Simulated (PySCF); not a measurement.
# B3H5O: the cost of one run

Computed with PySCF 2.14.0, with density-fitted response routines of our own, on a single molecule in the gas phase. Atoms are numbered from 0 throughout.

**1. Starting geometry**

9 atoms, charge 0, multiplicity 1; geometry from: GFN2-xTB. The atoms were then displaced at random by about 0.01 Å, so the start is not that level's minimum.

Bonds of the start (Å): B0–B1 1.70, B1–O2 1.32, O2–B3 1.24, B0–H4 1.17, B0–H5 1.15, B1–H6 1.20, B3–H7 1.19, B3–H8 1.22.

**2. Optimising the geometry at PBE0-D3(BJ)/def2-SVP**

What the job is given:

```
{"job": {"xc": "PBE0", "basis": "def2-SVP", "d3": "d3bj", "grid": 1, "shake": 0.01, "kind": "geom"}, "charge": 0, "multiplicity": 1}
B      1.854260    -0.448630    -0.033350
B      0.513370     0.590350    -0.002120
O     -0.759040     0.253170     0.000710
B     -1.945370    -0.109990     0.016070
H      2.358310    -0.738710    -1.048000
H      2.352290    -0.791490     0.940770
H      0.749470     1.768460     0.029070
H     -2.540920    -0.242380    -1.007440
H     -2.524560    -0.297950     1.070550
```

The run is started by

```
$ OMP_NUM_THREADS=1 python probes_run.py task.json out
```

The driver reads the jobs from task.json and runs them one after another.

**Question.** How long does this first job take on 1 thread of Arm Neoverse V1, shared host, and how much memory does it need?

About 9.9 s, with a peak of 0.34 GiB.
